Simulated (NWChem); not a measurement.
# One shape, several levels: CH6AlFSi (SMILES C[SiH2][AlH][F])

Wanted: a comparison of 3 runs (HF/3-21G, M06-2X/6-31G*, SVWN5/6-31G*) of CH6AlFSi. 

The calculation is run with NWChem 7.3.0.

1 further run of the same task is left out (set aside as unsound or not needed). Runs told in other sessions of the task aren't counted.

## Step 1: The structure to begin with

CH6AlFSi: 10 atoms, total charge 0, spin state singlet. As SMILES, `C[SiH2][AlH][F]`. The coordinates come from a PBE0-D4/def2-TZVP relaxation. This is one conformer, not always the lowest.

Bond lengths: C1–Si2 1.882 Å, Si2–Al3 2.453 Å, Al3–F4 1.655 Å, C1–H5 1.092 Å, C1–H6 1.092 Å, C1–H7 1.092 Å, Si2–H8 1.493 Å, Si2–H9 1.493 Å, Al3–H10 1.586 Å. Some angles: C1–Si2–Al3 113.1°, Si2–Al3–F4 117.3°, C1–Si2–H8 109.7°, C1–Si2–H9 109.6°, Al3–Si2–H8 109.0°, Al3–Si2–H9 108.9°, Si2–C1–H5 110.6°, Si2–C1–H6 111.0°, Si2–C1–H7 111.0°, Si2–Al3–H10 127.4°.

## Step 2: Energy and forces at HF/3-21G (run 1)

Input file ch6alfsi.nw:

```
start ch6alfsi
memory 2200 mb

geometry units au noautosym nocenter noautoz
 C   0.39551968  2.87635213 -1.03878245
 Si -0.92086354  0.35092214  1.09245067
 Al  0.60565722 -3.89642630  0.03495993
 F  -0.51268270 -6.28220553  1.71983975
 H  -0.32314317  4.73357497 -0.49662003
 H  -0.13209186  2.53374479 -3.00447557
 H   2.45626602  2.93115419 -0.93598135
 H  -3.73920108  0.37416577  0.96300443
 H  -0.24415262  0.92672169  3.77094848
 H   2.57210623 -4.64475784 -2.09948572
end

basis spherical bse
 C library 3-21G
 Si library 3-21G
 Al library 3-21G
 F library 3-21G
 H library 3-21G
end

scf
 thresh 1e-08
 maxiter 80
end

task scf gradient
```

Command:

```bash
$ nwchem ch6alfsi.nw > ch6alfsi.out
```

What it wrote:

```text
[...]
  functions       =    56
[...]
  wavefunction    = RHF
[...]
         Total SCF energy =   -668.100428686244
      One-electron energy =  -1310.714369422720
      Two-electron energy =    450.672694593095
 Nuclear repulsion energy =    191.941246143381
        Time for solution =      3.9s
[...]
                         RHF ENERGY GRADIENTS
    atom               coordinates                        gradient
                 x          y          z           x          y          z
   1 C       0.395520   2.876352  -1.038782   -0.007405  -0.013832   0.011876
   2 Si     -0.920864   0.350922   1.092451    0.005995   0.008144  -0.009135
   3 Al      0.605657  -3.896426   0.034960    0.000592  -0.005125   0.000084
   4 F      -0.512683  -6.282206   1.719840    0.000702   0.006789  -0.001929
   5 H      -0.323143   4.733575  -0.496620   -0.002389   0.004265   0.002184
   6 H      -0.132092   2.533745  -3.004476   -0.001395  -0.001551  -0.004422
   7 H       2.456266   2.931154  -0.935981    0.004887  -0.000562   0.000521
   8 H      -3.739201   0.374166   0.963004    0.000968   0.000262   0.000169
   9 H      -0.244153   0.926722   3.770948   -0.000394   0.000088  -0.000937
  10 H       2.572106  -4.644758  -2.099486   -0.001560   0.001522   0.001590
[...]
```

It took 6.3 s on 1 thread of Intel Xeon Platinum 8259CL at 2.50GHz (Skylake/Cascade Lake), shared host; peak memory 0.099 GiB.

## Step 3: Energy and forces at M06-2X/6-31G(d) (spherical functions) (run 2)

Input file ch6alfsi.xyz:

```xyz
10
CH6AlFSi
C      0.209300     1.522100    -0.549700
Si    -0.487300     0.185700     0.578100
Al     0.320500    -2.061900     0.018500
F     -0.271300    -3.324400     0.910100
H     -0.171000     2.504900    -0.262800
H     -0.069900     1.340800    -1.589900
H      1.299800     1.551100    -0.495300
H     -1.978700     0.198000     0.509600
H     -0.129200     0.490400     1.995500
H      1.361100    -2.457900    -1.111000
```

Input file ch6alfsi.nw:

```
echo
start ch6alfsi
title "CH6AlFSi"
memory 2200 mb
geometry units angstrom noautosym nocenter noautoz
 load format xyz ch6alfsi.xyz
end
basis spherical bse
 C library 6-31G*
 Si library 6-31G*
 Al library 6-31G*
 F library 6-31G*
 H library 6-31G*
end
dft
 xc m06-2x
 grid xfine
 convergence energy 1e-08
 maxiter 100
 mulliken
 print low
end
task dft gradient
```

Command:

```bash
$ nwchem ch6alfsi.nw > ch6alfsi.out
```

What it wrote:

```text
[...]
 d= 0,ls=0.0,diis     1   -673.3224783756 -8.65D+02  1.43D-02  5.68D-01     7.4
[...]
 d= 0,ls=0.0,diis     9   -673.3938245739 -3.13D-09  6.51D-07  1.01D-09    59.8
         Total DFT energy =     -673.393824573946
      One electron energy =    -1315.554762650394
           Coulomb energy =      507.913885861995
    Exchange-Corr. energy =      -57.694207764694
 Nuclear repulsion energy =      191.941259979147
[...]
                         DFT ENERGY GRADIENTS
    atom               coordinates                        gradient
                 x          y          z           x          y          z
   1 C       0.395520   2.876352  -1.038782   -0.000716  -0.001606   0.001166
   2 Si     -0.920863   0.350922   1.092451    0.001545   0.004546  -0.002838
   3 Al      0.605657  -3.896426   0.034960    0.000281  -0.002811   0.000054
   4 F      -0.512683  -6.282205   1.719840    0.000087   0.001463  -0.000340
   5 H      -0.323143   4.733575  -0.496620    0.000103  -0.000881   0.000049
   6 H      -0.132092   2.533745  -3.004475    0.000183  -0.000081   0.000978
   7 H       2.456266   2.931154  -0.935981   -0.000912  -0.000233   0.000043
   8 H      -3.739201   0.374166   0.963004   -0.001327  -0.000338  -0.000126
   9 H      -0.244153   0.926722   3.770948    0.000447  -0.000008   0.001317
  10 H       2.572106  -4.644758  -2.099486    0.000309  -0.000051  -0.000303
[...]
```

It took 83 s on 1 thread of Intel Xeon Platinum 8259CL at 2.50GHz (Skylake/Cascade Lake), shared host; peak memory 0.15 GiB.

## Step 4: Energy and gradient at SVWN5/6-31G(d) (spherical functions) (run 3)

Input file ch6alfsi.nw:

```
start ch6alfsi
title "CH6AlFSi"
memory total 2200 mb
charge 0

geometry units bohr noautosym nocenter noautoz
C    0.39551968   2.87635213  -1.03878245
Si  -0.92086354   0.35092214   1.09245067
Al   0.60565722  -3.89642630   0.03495993
F   -0.51268270  -6.28220553   1.71983975
H   -0.32314317   4.73357497  -0.49662003
H   -0.13209186   2.53374479  -3.00447557
H    2.45626602   2.93115419  -0.93598135
H   -3.73920108   0.37416577   0.96300443
H   -0.24415262   0.92672169   3.77094848
H    2.57210623  -4.64475784  -2.09948572
end

basis spherical bse
C library 6-31G*
Si library 6-31G*
Al library 6-31G*
F library 6-31G*
H library 6-31G*
end

dft
xc slater vwn_5
grid xfine
convergence energy 1e-08
maxiter 100
mulliken
noprint "final vectors analysis"
end

task dft gradient
```

Command:

```bash
$ nwchem ch6alfsi.nw > ch6alfsi.out
```

What it wrote:

```text
[...]
          Wavefunction type:  closed shell.
          No. of atoms     :    10
          No. of electrons :    48
[...]
          Charge           :     0
          Spin multiplicity:     1
[...]
          AO basis - number of functions:    76
[...]
              XC Information
              --------------
                        Slater Exchange Functional  1.000 local
                      VWN V Correlation Functional  1.000 local
[...]
 d= 0,ls=0.0,diis     1   -670.1495390795 -8.62D+02  2.99D-02  9.20D-01     3.9
[...]
 d= 0,ls=0.0,diis    11   -670.2378193534 -2.45D-09  2.37D-07  6.65D-10    25.1
         Total DFT energy =     -670.237819353398
      One electron energy =    -1315.388909036386
           Coulomb energy =      507.634395777176
    Exchange-Corr. energy =      -54.424552237568
 Nuclear repulsion energy =      191.941246143381
[...]
      Total Density - Mulliken Population Analysis
     ---------------------------------------------
    Atom       Charge   Shell Charges
 -----------   ------   -------------------------------------------------------
    1 C    6     6.71   2.00  0.65  2.15  0.70  1.20  0.02
    2 Si  14    13.98   2.00  2.00  5.95  1.01  1.99  0.33  0.59  0.11
    3 Al  13    12.49   2.00  1.99  5.95  0.90  1.09  0.21  0.17  0.17
    4 F    9     9.37   2.00  0.91  3.30  1.05  2.11  0.01
    5 H    1     0.79   0.49  0.30
    6 H    1     0.80   0.49  0.31
    7 H    1     0.80   0.49  0.31
    8 H    1     1.00   0.47  0.53
    9 H    1     1.00   0.47  0.53
   10 H    1     1.06   0.46  0.60
[...]
  wavefunction    = closed shell
[...]
```

Wall time 38 s (1 thread of Intel Xeon Platinum 8259CL at 2.50GHz (Skylake/Cascade Lake), shared host); peak memory 0.15 GiB.

## Step 5: Overview of the runs

```csv
run,level,iteration cap,module,energy (Eh),dipole moment (D),largest force (eV/Å),wall time
1,HF/3-21G,80,scf,-668.100429,2.22,1.012,6.3 s
2,M06-2X/6-31G* (spherical functions),100,dft,-673.393825,–,0.287,83 s
3,SVWN5/6-31G* (spherical functions),100,dft,-670.237819,2.14,0.470,38 s
```

## Step 6: Summary of results

| quantity | value |
| --- | --- |
| run 3: total energy | -670.23782 Eh |
| run 3: dipole moment | 2.14 D |
| run 3: largest force on an atom | 0.470 eV/Å |

Totals of different functionals can't be ranked against each other. All runs together took 2.1 min, the longest 83 s.
